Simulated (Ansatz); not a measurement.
## Hf, space group Im-3m: a cleavage or sliding curve

Computed with Ansatz 0.2.0, Python API.

The script, `run_shear.py`:
```python
import logging
import sys

import ansatz as az
import numpy as np

logging.basicConfig(stream=sys.stdout, format="%(name)s: %(message)s")
log = logging.getLogger("ansatz_job")
log.setLevel(logging.INFO)

XC = "pbesol"
SMEARING = "cold"
SMEARING_WIDTH = 0.05
KMESH = (7, 7, 7)

vectors0 = np.array([
    [-1.805, 1.805, 1.805],
    [1.805, -1.805, 1.805],
    [1.805, 1.805, -1.805],
])
sites = [
    ("Hf", (0.0, 0.0, 0.0)),
]


def build(cell):
    crystal = az.Crystal(lattice=az.Lattice.of(cell))
    for symbol, position in sites:
        crystal = crystal.atom(symbol, position)
    return crystal

block = build(vectors0).supercell(1, 1, 2).resolved()
cell0 = np.array(block.lattice.vectors)
xyz = np.array([site.position for site in block.sites]) @ cell0
normal = np.cross(cell0[0], cell0[1])
area = np.linalg.norm(normal)
normal *= np.sign(normal @ cell0[2]) / area
energies = []
for amount in [0, 0.25, 0.5, 0.75]:
    cell = cell0.copy()
    cell[2] += amount * cell0[0]
    moved = az.Crystal(lattice=az.Lattice.of(cell))
    for site, fraction in zip(block.sites, xyz @ np.linalg.inv(cell)):
        moved = moved.atom(site.symbol, fraction)
    job = moved.calculation()
    job = job.functional(XC)
    job = job.occupations(SMEARING, width=SMEARING_WIDTH).kpoints(*KMESH)
    energies.append(job.run(threads=1).report["free_energy_ev"])
    log.info(f"shift {amount:5.3f} of the vector: {(energies[-1] - energies[0]) / area * 16.02177:8.4f} J/m^2")
```

```console
$ python run_shear.py
DeckWarning: basis.ecutwfc = 420 eV, auto-derived from the records' recommended cutoffs: set by Hf (normal level)
ansatz_job: shift 0.000 of the vector:   0.0000 J/m^2
ansatz_job: shift 0.250 of the vector:   0.0236 J/m^2
ansatz_job: shift 0.500 of the vector:   0.1617 J/m^2
ansatz_job: shift 0.750 of the vector:   0.0236 J/m^2
```
(Warnings from the package without file and line.)

What to keep in mind:
- The run is spin-unpolarised.
- Spin-orbit coupling, which matters for elements this heavy, is left out.
- This isn't the structure that Hf takes at ambient conditions.
- The atoms are held rigidly, so these energies lie above those of relaxed faces or faults.
- Wall time of the script: 28 s on 1 thread of Arm Neoverse V1, with other jobs on the host, peak memory 0.51 GiB.

(Lines on the test bed's own set-up are left out of the output.)
